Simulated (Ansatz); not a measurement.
# In2SbAs: the cost of one run

Method: DFT, plane waves, PAW, no spin polarisation, in Ansatz 0.2.0.

**1. Starting point**

The cell holds 16 atoms (As4In8Sb4): a = 8.965 Å, b = 8.965 Å, c = 6.333 Å, α = 90.00°, β = 90.00°, γ = 90.00°.

As a file:

```xyz
16
Lattice="8.9648 0.0000 0.0000 0.0000 8.9648 0.0000 0.0000 0.0000 6.3331" Properties=species:S:1:pos:R:3 pbc="T T T"
As    0.0000    0.0000    0.0000
In    0.0000    2.2412    4.8567
Sb    2.2412    2.2412    3.1666
In    2.2412    0.0000    1.4765
As    0.0000    4.4824    0.0000
In    0.0000    6.7236    4.8567
Sb    2.2412    6.7236    3.1666
In    2.2412    4.4824    1.4765
As    4.4824    0.0000    0.0000
In    4.4824    2.2412    4.8567
Sb    6.7236    2.2412    3.1666
In    6.7236    0.0000    1.4765
As    4.4824    4.4824    0.0000
In    4.4824    6.7236    4.8567
Sb    6.7236    6.7236    3.1666
In    6.7236    4.4824    1.4765
```

**2. Run 1: PBEsol**

Contents of input.yaml:

```yaml
crystal:
  lattice:
    - [8.9648364749, 0.0, 0.0]
    - [0.0, 8.9648364749, 0.0]
    - [0.0, 0.0, 6.3331214019]
  atoms:
    - { symbol: As, position: [0.0, 0.0, 0.0] }
    - { symbol: In, position: [0.0, 0.25, 0.7668656612] }
    - { symbol: Sb, position: [0.25, 0.25, 0.5] }
    - { symbol: In, position: [0.25, 0.0, 0.2331343388] }
    - { symbol: As, position: [0.0, 0.5, 0.0] }
    - { symbol: In, position: [0.0, 0.75, 0.7668656612] }
    - { symbol: Sb, position: [0.25, 0.75, 0.5] }
    - { symbol: In, position: [0.25, 0.5, 0.2331343388] }
    - { symbol: As, position: [0.5, 0.0, 0.0] }
    - { symbol: In, position: [0.5, 0.25, 0.7668656612] }
    - { symbol: Sb, position: [0.75, 0.25, 0.5] }
    - { symbol: In, position: [0.75, 0.0, 0.2331343388] }
    - { symbol: As, position: [0.5, 0.5, 0.0] }
    - { symbol: In, position: [0.5, 0.75, 0.7668656612] }
    - { symbol: Sb, position: [0.75, 0.75, 0.5] }
    - { symbol: In, position: [0.75, 0.5, 0.2331343388] }
kpoints:
  mp_grid: { grid: [2, 2, 2] }
hamiltonian:
  xc: pbesol
scf:
  occupations: { method: fermi_dirac, width: 0.039 }
md:
  ensemble: npt_langevin
  temperature: 450
  timestep: 1.0
  n_steps: 20
  initial_velocities: maxwell_boltzmann
  seed: 9365
```

Started as:

```bash
$ ansatz run input.yaml --threads 4 --pin off --max-ram 3686MiB --backend cpu --events-out ev --progress --plain --runs-dir out
```

What time and memory should one allow on 4 threads of Arm Neoverse V1, shared host?

About 3.2 min, with a peak of 2.1 GiB.
